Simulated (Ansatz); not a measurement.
# NaAsH (sextet): the correlation ladder, cc-pVDZ

One table from this session's results is given with a row withheld; the runs are named, their logs left out.

Computed with Ansatz 0.2.0, Gaussian basis. Level: cc-pVDZ, core rule «outside noble gas», up to 19 orbitals frozen.

The runs, in order: UHF; CCSD(T) on ROHF; CCSD(T) on UHF; BCCD(T) on ROHF; CISD; CCSDT(Q) on ROHF; CCSDT(Q) on UHF; Full CI.

43 further runs of the same task are left out: 15 for a known fault of the program, 14 that didn't finish, 14 set aside as unsound or not needed.

## The geometry

The geometry is a PBE0/def2-TZVP stationary point (not a proven minimum) of the parent state, kept for this charge and spin. No spin-orbit coupling is included. The filled d shell of As may be among the frozen orbitals whatever the setting's name suggests; the logs give the count.

3 atoms, charge 0, spin multiplicity 6.

Atoms are counted from 1 here; the program's logs count them from 0.

Bond lengths: As1–H3 1.537 Å.

The first run:

Input file in.yaml:

```yaml
crystal:
  periodic: [false, false, false]
  atoms:
    - {symbol: As, position_ang: [0.000000, 0.000000, 0.777033]}
    - {symbol: Na, position_ang: [0.000000, 0.000000, -3.091467]}
    - {symbol: H, position_ang: [0.000000, 0.000000, 2.314433]}
basis:
  gaussian: {orbitals: cc-pVDZ}
magnetization: {spin_polarized: true, initial_magnetization: 5}
hamiltonian: {xc: hf}
output: {orbitals: {seedname: orbitals}}
```

Launch:

```
ansatz run in.yaml --threads 1 --pin off --events-out ev --progress --plain --max-ram 2393MiB
```

Among the steps run: UHF; CCSD(T) on ROHF; CCSD(T) on UHF; BCCD(T) on ROHF; CISD; CCSDT(Q) on ROHF; CCSDT(Q) on UHF; Full CI.

One table of the session follows, with a row left open; its other results are not shown here.

| method | from FCI (kJ/mol) |
| --- | --- |
| ROHF | +214.5 |
| UHF | +206.4 |
| RMP2 | +46.6 |
| UMP2 | +46.6 |
| CISD | +6.4 |
| RCCSD | ? |
| UCCSD | +2.9 |
| RCCSD(T) | +1.1 |
| UCCSD(T) | -0.7 |
| BCCD(T) | +1.1 |
| RCCSDT | +0.2 |
| UCCSDT | -1.6 |
| RCCSDT(Q) | 0.0 |
| UCCSDT(Q) | -1.8 |
| FCI | 0 |

**Question.** Estimate the row for RCCSD.

**Answer.** from FCI (kJ/mol): +4.7. In the column «from FCI (kJ/mol)» it lies between UCCSD (+2.9) and CISD (+6.4).

Caveats from the session: UCCSD(T), UCCSDT, UCCSDT(Q) fall below full CI: unrestricted runs freeze a spin-polarised core, another one than full CI's, and coupled cluster isn't variational. Levels on UHF freeze UHF's core orbitals, full CI those of ROHF, so the U rows can settle a little off it for that reason alone. Restricted and unrestricted rows rest on different reference determinants; where their highest levels disagree by more than a few hundredths of an eV, they describe different states and don't form one ladder.
